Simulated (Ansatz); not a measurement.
# Cl− with CH₄S: structure and interaction energy

An exercise on one series of results from a longer session: the logs are not shown, and one member is left open.

Computed with Ansatz 0.2.0, Gaussian basis. Level: PBE0-D4 structure, single points in def2-TZVPPD.

Levels: PBE-D4, revPBE-D4, BLYP-D4, r2SCAN-D4, B97M-V, PBE0-D4, B3LYP-D4, HSE06-D4, wB97X-V, wB97M-V, B2PLYP, Hartree-Fock, MP2, CCSD, CCSD(T). The reference is CCSD(T) extrapolated to the basis limit.

Cores are frozen in the correlated methods. B3LYP uses VWN-RPA correlation. B2PLYP carries no dispersion term here.

163 further runs of the same task are left out: 163 set aside as unsound or not needed.

### Starting geometry

The pair, from a GFN2-xTB docking trial: 7 atoms, charge -1, spin multiplicity 1.

Atoms are counted from 1 here; the program's logs count them from 0.

Bond lengths: C2–S3 1.821 Å, C2–H4 1.085 Å, C2–H5 1.088 Å, C2–H6 1.088 Å, S3–H7 1.364 Å. Angles: S3–C2–H4 107.9°, S3–C2–H5 108.6°, S3–C2–H6 109.3°, H4–C2–H5 110.9°, H4–C2–H6 110.0°, H5–C2–H6 110.1°, C2–S3–H7 92.9°.

Geometry (Å):

```xyz
7
charge -1, multiplicity 1
Cl   -0.2326    0.0469   -2.7681
C     0.4101    0.0485    0.7917
S    -1.3245   -0.2745    0.3433
H     1.0382   -0.3462   -0.0002
H     0.6211   -0.4465    1.7368
H     0.5635    1.1209    0.8884
H    -1.0759   -0.1491   -0.9919
```

Atoms 1 to 1 are fragment A (Cl−), the rest fragment B (CH₄S).

The first run:

The input, pre/in.yaml:

```yaml
crystal:
  periodic: [false, false, false]
  atoms:
    - {symbol: Cl, position_ang: [-0.232600, 0.046900, -2.768100]}
    - {symbol: C, position_ang: [0.410100, 0.048500, 0.791700]}
    - {symbol: S, position_ang: [-1.324500, -0.274500, 0.343300]}
    - {symbol: H, position_ang: [1.038200, -0.346200, -0.000200]}
    - {symbol: H, position_ang: [0.621100, -0.446500, 1.736800]}
    - {symbol: H, position_ang: [0.563500, 1.120900, 0.888400]}
    - {symbol: H, position_ang: [-1.075900, -0.149100, -0.991900]}
basis:
  gaussian: {orbitals: def2-SVPD}
total_charge: -1
hamiltonian: {xc: pbe, dispersion: d4}
relax: {f_tol: 0.03, max_steps: 250}
```

The run is started by

```bash
$ ansatz run in.yaml --threads 2 --pin off --events-out ev --progress --plain --max-ram 5222MiB
```

Steps of the session up to this table: A first relaxation in a small basis; Relaxation at PBE0-D4; wB97X-V/def2-TZVPPD; wB97M-V/def2-TZVPPD; B2PLYP/def2-TZVPPD; B97M-V/def2-TZVPPD; CCSD(T)/def2-TZVPPD; MP2/def2-QZVPPD; Hartree-Fock/STO-3G; SPW92/def2-SVP; wB97M-V/def2-SVP; CCSD(T)/def2-SVP; Vibrations of the pair.

One of the session's tables, all rows but one given; the rest of the session is left out.

| method | interaction (kJ/mol) |
| --- | --- |
| PBE-D4 | -74.74 |
| revPBE-D4 | -72.62 |
| BLYP-D4 | -67.71 |
| r2SCAN-D4 | -71.63 |
| B97M-V | -65.16 |
| PBE0-D4 | -70.84 |
| B3LYP-D4 | -66.04 |
| HSE06-D4 | -71.02 |
| wB97X-V | -61.94 |
| wB97M-V | ? |
| B2PLYP | -58.57 |
| Hartree-Fock | -34.63 |
| MP2 | -63.15 |
| CCSD | -53.22 |
| CCSD(T) | -57.80 |
| CCSD(T)/CBS | -63.27 |

Estimate the missing values for wB97M-V.

**Answer.** interaction (kJ/mol): -61.19. In the column «interaction (kJ/mol)» it lies between wB97X-V (-61.94) and B2PLYP (-58.57).
